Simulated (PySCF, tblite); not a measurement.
# C5H12SSi3: geometry, infrared bands and NMR shifts

What infrared bands and NMR shifts should C5H12SSi3 (`C#C[SiH2][C@@H]1CCS[SiH2][SiH2]1`) show?

The runs use tblite 0.8.0 and PySCF 2.14.0, with density-fitted response routines of our own; the level of theory stands in each step. All values are computed, except where a source is named. Atoms are numbered from 0 throughout.

## (1) Starting geometry

21 atoms, charge 0, multiplicity 1; geometry from: force field or distance geometry start.

Bonds of the start (Å): C0–C1 1.21, C1–Si2 1.82, Si2–C3 1.86, C3–C4 1.53, C4–C5 1.50, C5–S6 1.81, S6–Si7 2.14, Si7–Si8 2.24, Si8–C3 1.86, C0–H9 1.06, Si2–H10 1.48, Si2–H11 1.47, C3–H12 1.13, C4–H13 1.11, C4–H14 1.10, C5–H15 1.11, C5–H16 1.12, Si7–H17 1.49, Si7–H18 1.46, Si8–H19 1.49, Si8–H20 1.45.

## (2) Relaxing the molecule with GFN2-xTB

The job: settings as JSON, then the geometry in Å.

```
{"job": {"kind": "relax", "xc": "GFN2-xTB", "basis": "xTB"}, "charge": 0, "multiplicity": 1}
C      4.154200     1.377900    -0.136700
C      3.096300     1.002300    -0.599900
Si     1.508800     0.412900    -1.272100
C      0.441600    -0.134300     0.147300
C     -0.330600    -1.410000    -0.191600
C     -0.989500    -2.031300     1.008600
S     -2.732700    -1.547500     1.021200
Si    -2.811300     0.572200     0.764200
Si    -0.701600     1.288400     0.511400
H      5.068200     1.725400     0.267800
H      0.766000     1.496800    -1.955000
H      1.682700    -0.672700    -2.247000
H      1.062000    -0.390700     1.062000
H      0.326700    -2.185900    -0.647700
H     -1.109500    -1.148600    -0.920000
H     -0.886600    -3.137700     1.017500
H     -0.525000    -1.579900     1.927600
H     -3.567400     0.901500    -0.481100
H     -3.473500     1.217600     1.899700
H     -0.742400     2.191500    -0.672700
H     -0.245100     2.069200     1.650800
```

Run with:

```console
$ OMP_NUM_THREADS=1 python probes_run.py task.json out
```

One launch serves the whole session: the jobs run in the order shown.

**Question.** This job is followed by: GFN2-xTB harmonic vibrations, gas phase; GIAO PBE0/pcSseg-1 NMR shielding, non-relativistic, gas phase. What will the session give for the following? strongest single infrared mode (GFN2-xTB); zero-point energy (GFN2-xTB); 13C shifts against TMS (PBE0/pcSseg-1); 1H shifts against TMS (PBE0/pcSseg-1); 29Si shifts against TMS (PBE0/pcSseg-1); 33S shifts against CS2 (PBE0/pcSseg-1).

As calculated:

| quantity | value |
| --- | --- |
| strongest single infrared mode (GFN2-xTB) | 625 cm⁻¹, 698 km/mol |
| zero-point energy (GFN2-xTB) | 89.3 kcal/mol |
| 13C shifts against TMS (PBE0/pcSseg-1) | 106.1, 85.5, 35.5, 33.5, 10.9 ppm |
| 1H shifts against TMS (PBE0/pcSseg-1) | 5.14, 4.65, 4.48, 4.32, 4.07, 3.95, 2.89, 2.28, 2.19, 1.96, 1.56, 0.45 ppm |
| 29Si shifts against TMS (PBE0/pcSseg-1) | -58.0, -60.3, -89.5 ppm |
| 33S shifts against CS2 (PBE0/pcSseg-1) | -161 ppm |

In words: Relaxing lowered the energy by 0.686 eV in 218 steps; the close pair that moved most is Si7–Si8, from 2.242 to 2.309 Å. No mode is imaginary among the 57: a minimum at this level. The strongest single mode, at 625 cm⁻¹, has its largest shares on H18, H20, H17 and H19 (the list is cut at 4 atoms). GFN2-xTB is a fitted tight-binding method: band positions and strengths are rough. Its intensities can rank the bands wrongly. At PBE0/pcSseg-1: Shielding is most anisotropic at S6 (span 523 ppm, paramagnetic term -392 ppm).
